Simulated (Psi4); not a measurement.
# NaBr (SMILES [Na][Br]): wB97X/cc-pVTZ

Aim: the energy change on altering one bond length of NaBr at wB97X/cc-pVTZ, from 2 runs. 

The calculation is run with Psi4 1.11.

1 further run of the same task is left out (it didn't finish).

### 1 The molecule

The species is NaBr (2 atoms), meant as a singlet with charge 0. As SMILES, `[Na][Br]`. Geometry: relaxed at PBE0-D4/def2-TZVP.

Bond lengths: Na1–Br2 2.507 Å.

### 2 A single-point energy at wB97X/cc-pVTZ

Input file brna.xyz:

```xyz
2
BrNa
Na     1.067110    -0.379380     0.537360
Br    -1.067110     0.379380    -0.537360
```

Input file run.py:

```python
import numpy as np
from ase.calculators.psi4 import Psi4
from ase.io import read

atoms = read('brna.xyz')
calc = Psi4(atoms=atoms, method='wb97x', basis='cc-pVTZ', memory='2200MB', num_threads=1, charge=0, multiplicity=1, label='psi4-calc')
calc.psi4.set_options({'puream': True, 'e_convergence': 1e-09, 'd_convergence': 1e-08, 'scf_type': 'pk', 'dft_radial_points': 99, 'dft_spherical_points': 590})
atoms.calc = calc

print(f'energy: {atoms.get_potential_energy():.6f} eV')
```

Command:

```sh
$ python run.py
```

psi4-calc.dat (excerpt; [...] marks lines left out):

```text
[...]
  Running in c1 symmetry.
[...]
  Nuclear repulsion =   81.261959260460387
[...]
  Multiplicity = 1
[...]
  Nalpha       = 23
  Nbeta        = 23
[...]
    Number of basis functions: 77
[...]
   @RKS iter   1: -2736.25865195229426   -1.53128e+00   1.57223e-02 ADIIS/DIIS
[...]
   @RKS iter  10: -2736.59561662849046   -7.27596e-12   3.55275e-09 DIIS
[...]
    Orbital Energies [Eh]
    ---------------------
    Doubly Occupied:
       1A   -482.526457     2A    -62.404394     3A    -56.218922
       4A    -56.218575     5A    -56.218575     6A    -38.560225
       7A     -8.679362     8A     -6.504676     9A     -6.503495
      10A     -6.503495    11A     -2.631297    12A     -2.630892
      13A     -2.630892    14A     -2.629957    15A     -2.629954
      16A     -2.379240    17A     -1.305259    18A     -1.305259
      19A     -1.303501    20A     -0.778477    21A     -0.329363
      22A     -0.311955    23A     -0.311955
[...]
  @RKS Final Energy: -2736.59561662849046
   => Energetics <=
    Nuclear Repulsion Energy =             81.2619592604603866
    One-Electron Energy =               -3975.9817025706502136
    Two-Electron Energy =                1241.3101019295320384
    DFT Exchange-Correlation Energy =     -83.1859752478332837
    Empirical Dispersion Energy =           0.0000000000000000
    VV10 Nonlocal Energy =                  0.0000000000000000
    Total Energy =                      -2736.5956166284904612
[...]
 Multipole Moments:
 ------------------------------------------------------------------------------------
     Multipole            Electronic (a.u.)      Nuclear  (a.u.)        Total (a.u.)
 ------------------------------------------------------------------------------------
 L = 1.  Multiply by 2.5417464519 to convert [e a0] to [Debye]
 Dipole X            :          0.5842732            2.5114697            3.0957428
 Dipole Y            :         -0.2077214           -0.8928802           -1.1006015
 Dipole Z            :          0.2942199            1.2646900            1.5589099
 Magnitude           :                                                    3.6366396
[...]
```

The script printed:

```text
energy: -74466.559717 eV
```

Run time: 53 s. Hardware: 1 thread of Intel Xeon 6975P-C (Granite Rapids), shared host; peak memory 1.4 GiB.

### 3 The distorted shape

Input file job.py:

```python
import psi4

psi4.set_memory('2200 MB')
psi4.set_num_threads(1)
psi4.core.set_output_file('psi4.out', False)

geom = psi4.geometry("""
0 1
Na     1.387256    -0.493199     0.698575
Br    -1.067110     0.379380    -0.537360
symmetry c1
""")

options = {'basis': 'cc-pVTZ', 'puream': True, 'e_convergence': 1e-09, 'd_convergence': 1e-08, 'scf_type': 'pk', 'dft_radial_points': 99, 'dft_spherical_points': 590}
psi4.set_options(options)

e_tot, wfn = psi4.energy('wb97x', return_wfn=True)
psi4.oeprop(wfn, 'MAYER_INDICES', 'WIBERG_LOWDIN_INDICES', 'MULLIKEN_CHARGES', title='WB97X')
print(f'wb97x energy: {e_tot:.10f} Eh')
for k, v in sorted(psi4.core.scalar_variables().items()):
    print(f'{k:45s} {v:18.10f}')
```

Command:

```sh
$ python job.py
```

psi4.out (excerpt; [...] marks lines left out):

```text
[...]
  Running in c1 symmetry.
[...]
  Nuclear repulsion =   70.662191421317985
[...]
  Multiplicity = 1
[...]
  Nalpha       = 23
  Nbeta        = 23
[...]
    Number of basis functions: 77
[...]
   @RKS iter   1: -2736.24725632531909   -1.54734e+00   1.56184e-02 DIIS/ADIIS
[...]
   @RKS iter  10: -2736.58732809164849   -3.13776e-11   7.39267e-09 DIIS
[...]
    Orbital Energies [Eh]
    ---------------------
    Doubly Occupied:
       1A   -482.515396     2A    -62.393076     3A    -56.207827
       4A    -56.207188     5A    -56.207188     6A    -38.589711
       7A     -8.667830     8A     -6.493615     9A     -6.491693
      10A     -6.491693    11A     -2.620030    12A     -2.619503
      13A     -2.619503    14A     -2.617993    15A     -2.617989
      16A     -2.405012    17A     -1.331118    18A     -1.331118
      19A     -1.328153    20A     -0.762818    21A     -0.312488
      22A     -0.296991    23A     -0.296991
[...]
  @RKS Final Energy: -2736.58732809164849
   => Energetics <=
    Nuclear Repulsion Energy =             70.6621914213179849
    One-Electron Energy =               -3954.9585839103301623
    Two-Electron Energy =                1230.8753265860409556
    DFT Exchange-Correlation Energy =     -83.1662621886771660
    Empirical Dispersion Energy =           0.0000000000000000
    VV10 Nonlocal Energy =                  0.0000000000000000
    Total Energy =                      -2736.5873280916484873
[...]
 Multipole Moments:
 ------------------------------------------------------------------------------------
     Multipole            Electronic (a.u.)      Nuclear  (a.u.)        Total (a.u.)
 ------------------------------------------------------------------------------------
 L = 1.  Multiply by 2.5417464519 to convert [e a0] to [Debye]
 Dipole X            :         -0.0000000           -0.0000000           -0.0000000
 Dipole Y            :          0.0000000            0.0000000            0.0000000
 Dipole Z            :          0.8961501            3.3928411            4.2889912
 Magnitude           :                                                    4.2889912
[...]
  Mulliken Charges: (a.u.)
   Center  Symbol    Alpha    Beta     Spin     Total
       1    NA     5.19636  5.19636  0.00000  0.60727
       2    BR    17.80364 17.80364  0.00000 -0.60727
   Total alpha = 23.00000, Total beta = 23.00000, Total charge =  0.00000
  Mayer Bond Indices:
[...]
```

The script printed:

```text
wb97x energy: -2736.5873280916 Eh
CURRENT ENERGY                                  -2736.5873280916
CURRENT REFERENCE ENERGY                        -2736.5873280916
DD SOLVATION ENERGY                                 0.0000000000
DFT FUNCTIONAL TOTAL ENERGY                     -2736.5873280916
DFT TOTAL ENERGY                                -2736.5873280916
DFT VV10 ENERGY                                     0.0000000000
DFT XC ENERGY                                     -83.1662621887
GRID ELECTRONS ALPHA                               23.0000000142
GRID ELECTRONS BETA                                23.0000000142
GRID ELECTRONS TOTAL                               46.0000000283
NUCLEAR REPULSION ENERGY                           70.6621914213
ONE-ELECTRON ENERGY                             -3954.9585839103
PCM POLARIZATION ENERGY                             0.0000000000
PE ENERGY                                           0.0000000000
SCF ITERATION ENERGY                            -2736.5873280916
SCF ITERATIONS                                     10.0000000000
SCF TOTAL ENERGY                                -2736.5873280916
TWO-ELECTRON ENERGY                              1230.8753265860
XC GRID RADIAL POINTS                              99.0000000000
XC GRID SPHERICAL POINTS                          590.0000000000
XC GRID TOTAL POINTS                           113682.0000000000
```

Wall time 60 s (1 thread of Intel Xeon 6975P-C (Granite Rapids), shared host); peak memory 1.3 GiB.

### 4 What came out

At wB97X/cc-pVTZ:

| quantity | value |
| --- | --- |
| first shape: total energy | -2736.59562 Eh |
| first shape: dipole moment | 9.24 D |
| first shape: HOMO energy | -8.49 eV |
| first shape: LUMO energy | -0.19 eV |
| first shape: HOMO–LUMO gap | 8.29 eV |
| distorted shape: total energy | -2736.58733 Eh |
| distorted shape: dipole moment | 10.90 D |
| distorted shape: HOMO energy | -8.08 eV |
| distorted shape: LUMO energy | -0.46 eV |
| distorted shape: HOMO–LUMO gap | 7.63 eV |
| energy change with the Na1–Br2 bond stretched from 2.507 to 2.883 Å | 0.226 eV |

In words: With the Na1–Br2 bond stretched from 2.507 to 2.883 Å the energy rises by 0.23 eV (21.8 kJ/mol). The first shape isn't relaxed at this level, so the change isn't measured from a minimum.
